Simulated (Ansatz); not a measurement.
# RbHg6: the cost of one run

Program: Ansatz 0.2.0. Level of theory: DFT PBE, scalar-relativistic, plane waves, PAW. These are calculated values, not measurements.

## 1. Starting point

The structure is cubic, space group Fm-3m (No. 225). Conventional cell: a = 10.176 Å, b = 10.176 Å, c = 10.176 Å, α = 90.00°, β = 90.00°, γ = 90.00°. Rb (site symmetry m-3m) has 12 Hg at 3.60 Å as nearest neighbours. Around Hg (site symmetry mmm) lie 8 Hg at 3.60 Å and 2 Rb at 3.60 Å.

Coordinates:

```
Rb Hg
1.0
     0.00000    5.08808    5.08808
     5.08808    0.00000    5.08808
     5.08808    5.08808    0.00000
Rb Hg
1 6
Direct
  0.00000 0.00000 0.00000
  0.50000 0.50000 0.00000
  0.50000 0.00000 0.50000
  0.00000 0.00000 0.50000
  0.00000 0.50000 0.00000
  0.00000 0.50000 0.50000
  0.50000 0.00000 0.00000
```

The start is the relaxed end of an invented cell (made as: species swapped into a database cell of Zn6Mo (Fm-3m, No. 225)), taken up again for a closer look.

## 2. Probe: one point on a coarse mesh

Contents of input.yaml:

```yaml
crystal:
  lattice:
    - [0.0, 5.0880842, 5.0880842]
    - [5.0880842, 0.0, 5.0880842]
    - [5.0880842, 5.0880842, 0.0]
  atoms:
    - { symbol: Rb, position: [0.0, 0.0, 0.0] }
    - { symbol: Hg, position: [0.5, 0.5, 0.0] }
    - { symbol: Hg, position: [0.5, 0.0, 0.5] }
    - { symbol: Hg, position: [0.0, 0.0, 0.5] }
    - { symbol: Hg, position: [0.0, 0.5, 0.0] }
    - { symbol: Hg, position: [0.0, 0.5, 0.5] }
    - { symbol: Hg, position: [0.5, 0.0, 0.0] }
basis:
  ecutwfc: 420
kpoints:
  mp_grid: { grid: [4, 4, 4] }
hamiltonian:
  xc: pbe
scf:
  occupations: { method: gaussian, width: 0.1 }
  lower_state_search: "off"
output:
  forces: true
  stress: true
  eigenvalues: true
```

Command:

```
$ ansatz run input.yaml --threads 4 --pin off --max-ram 8192MiB --backend cpu --events-out ev --progress --plain --runs-dir out
```

Q: Estimate wall time and peak memory on 4 threads of Intel Xeon 6975P-C (Granite Rapids), shared host.

About 1.3 s, with a peak of 0.79 GiB.
